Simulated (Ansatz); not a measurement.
# AsBH6: the cost of one run

Method: the settings change from run to run; program: Ansatz 0.2.0, Gaussian basis.

### Step 1. The geometry

The geometry comes from an earlier relaxation with PBE0-D4 in a triple-zeta def2 set; it is a stationary point, not always the lowest conformer.

SMILES `[BH3-][AsH3+]`, 8 atoms, charge 0, spin multiplicity 1.

Atoms are counted from 1 here; the program's logs count them from 0.

Bond lengths: B1–As2 2.049 Å, B1–H3 1.207 Å, B1–H4 1.207 Å, B1–H5 1.207 Å, As2–H6 1.507 Å, As2–H7 1.507 Å, As2–H8 1.507 Å. Angles: As2–B1–H3 102.7°, As2–B1–H4 102.6°, As2–B1–H5 102.6°, H3–B1–H4 115.4°, H3–B1–H5 115.4°, H4–B1–H5 115.3°, B1–As2–H6 118.8°, B1–As2–H7 118.8°, B1–As2–H8 118.7°, H6–As2–H7 98.8°, H6–As2–H8 98.8°, H7–As2–H8 98.8°.

### Step 2. r2SCAN/ANO-RCC-VTZP

Set apart from the defaults: charge +1, multiplicity 2, rVV10 dispersion, the search for lower states set to full.

Input file in.yaml:

```yaml
crystal:
  periodic: [false, false, false]
  atoms:
    - {symbol: B, position_ang: [-0.625364, 0.179003, -1.004078]}
    - {symbol: As, position_ang: [0.463822, -0.139875, 0.702010]}
    - {symbol: H, position_ang: [-1.733568, -0.172438, -0.679931]}
    - {symbol: H, position_ang: [-0.071566, -0.531797, -1.807137]}
    - {symbol: H, position_ang: [-0.491115, 1.364901, -1.184472]}
    - {symbol: H, position_ang: [0.073970, 0.593189, 1.959594]}
    - {symbol: H, position_ang: [0.540872, -1.535702, 1.264743]}
    - {symbol: H, position_ang: [1.935149, 0.185618, 0.693471]}
basis:
  gaussian: {orbitals: ANO-RCC-VTZP}
total_charge: 1
magnetization: {spin_polarized: true, initial_magnetization: 1}
hamiltonian: {xc: {name: r2SCAN}, dispersion: rvv10}
scf: {lower_state_search: full}
output: {forces: true}
```

The run is started by

```
$ ansatz run in.yaml --threads 4 --pin off --events-out ev --progress --plain --max-ram 10444MiB
```

What time and memory should one allow on 4 threads of Arm Neoverse V1, shared host?

About 51 s, with a peak of 0.55 GiB.
